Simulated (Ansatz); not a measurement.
# F2H4O4Si2: a ladder of functionals and wavefunction methods

An exercise on one series of results from a longer session: the logs are not shown, and one member is left open.

The runs use Ansatz 0.2.0, Gaussian basis; functionals in def2-TZVPP, the program's frozen cores in correlated methods.

The runs, in order: PBE-D4, r2SCAN-D4, PBE0-D4, B3LYP-D4, ωB97X-V, ωB97M-V, B2PLYP; CCSD(T)/def2-TZVPP; MP2/def2-QZVPP; extrapolation to the limit.

### The geometry

The geometry comes from an earlier relaxation with PBE0-D4 in a triple-zeta def2 set; it is a stationary point, not always the lowest conformer.

SMILES `O[SiH](O)O[Si](O)(F)F`, 12 atoms, charge 0, spin multiplicity 1.

Atoms are counted from 1 here; the program's logs count them from 0.

Bond lengths: O1–Si2 1.622 Å, O1–H9 0.959 Å, Si2–O3 1.631 Å, Si2–O4 1.651 Å, Si2–H10 1.469 Å, O3–H11 0.962 Å, O4–Si5 1.592 Å, Si5–O6 1.626 Å, Si5–F7 1.577 Å, Si5–F8 1.576 Å, O6–H12 0.958 Å. Angles: Si2–O1–H9 118.4°, O1–Si2–O3 110.0°, O1–Si2–O4 111.2°, O1–Si2–H10 106.2°, O3–Si2–O4 107.9°, O3–Si2–H10 113.9°, O4–Si2–H10 107.6°, Si2–O3–H11 116.7°, Si2–O4–Si5 141.1°, O4–Si5–O6 107.7°, O4–Si5–F7 111.2°, O4–Si5–F8 111.2°, O6–Si5–F7 110.5°, O6–Si5–F8 110.6°, F7–Si5–F8 105.7°, Si5–O6–H12 119.9°.

The first run:

The input, in.yaml:

```yaml
crystal:
  periodic: [false, false, false]
  atoms:
    - {symbol: O, position_ang: [-2.168735, 1.544483, -0.799181]}
    - {symbol: Si, position_ang: [-1.104368, 0.337736, -1.001341]}
    - {symbol: O, position_ang: [-1.624860, -0.999986, -0.227861]}
    - {symbol: O, position_ang: [0.374516, 0.737487, -0.385919]}
    - {symbol: Si, position_ang: [1.529083, 0.152962, 0.541936]}
    - {symbol: O, position_ang: [1.118069, -1.367777, 0.943248]}
    - {symbol: F, position_ang: [1.720873, 1.033232, 1.835902]}
    - {symbol: F, position_ang: [2.920197, 0.174605, -0.197770]}
    - {symbol: H, position_ang: [-2.566628, 1.662351, 0.064947]}
    - {symbol: H, position_ang: [-0.950921, 0.165285, -2.451910]}
    - {symbol: H, position_ang: [-0.952490, -1.547878, 0.188928]}
    - {symbol: H, position_ang: [1.705255, -1.892491, 1.489022]}
basis:
  gaussian: {orbitals: def2-TZVPP}
hamiltonian: {xc: pbe, dispersion: d4}
output: {forces: true, orbitals: {seedname: orbitals}}
```

Started as:

```bash
ansatz run in.yaml --threads 2 --pin off --events-out ev --progress --plain --max-ram 32768MiB --backend cuda --devices 0, --max-vram 18GiB
```

Steps of the session up to this table: PBE-D4 (GGA); r2SCAN-D4 (meta-GGA); PBE0-D4 (hybrid); B3LYP-D4 (hybrid); ωB97X-V (range-separated); ωB97M-V (range-separated); B2PLYP (double hybrid); CCSD(T) in def2-TZVPP; MP2 in def2-QZVPP.

One table of the session follows, with a row left open; its other results are not shown here.

| method | atomisation energy (kJ/mol) |
| --- | --- |
| PBE-D4 | 5316.2 |
| r2SCAN-D4 | 5282.6 |
| PBE0-D4 | 5183.1 |
| B3LYP-D4 | ? |
| ωB97X-V | 5277.6 |
| ωB97M-V | 5289.1 |
| B2PLYP | 5213.5 |
| HF/def2-TZVPP | 3789.7 |
| MP2/def2-TZVPP | 5353.1 |
| CCSD/def2-TZVPP | 5060.6 |
| CCSD(T)/def2-TZVPP | 5144.4 |
| MP2/CBS | 5532.1 |
| CCSD(T)/CBS | 5323.4 |

Estimate the missing values for B3LYP-D4.

As computed: atomisation energy (kJ/mol): 5223.8. In the column «atomisation energy (kJ/mol)» it lies between B2PLYP (5213.5) and ωB97X-V (5277.6).

Caveats from the session: Free atoms (4 O, 2 Si, 2 F, 4 H) were run apart at each level; the atomisation energy is their sum less the molecule, without zero-point or spin-orbit terms.
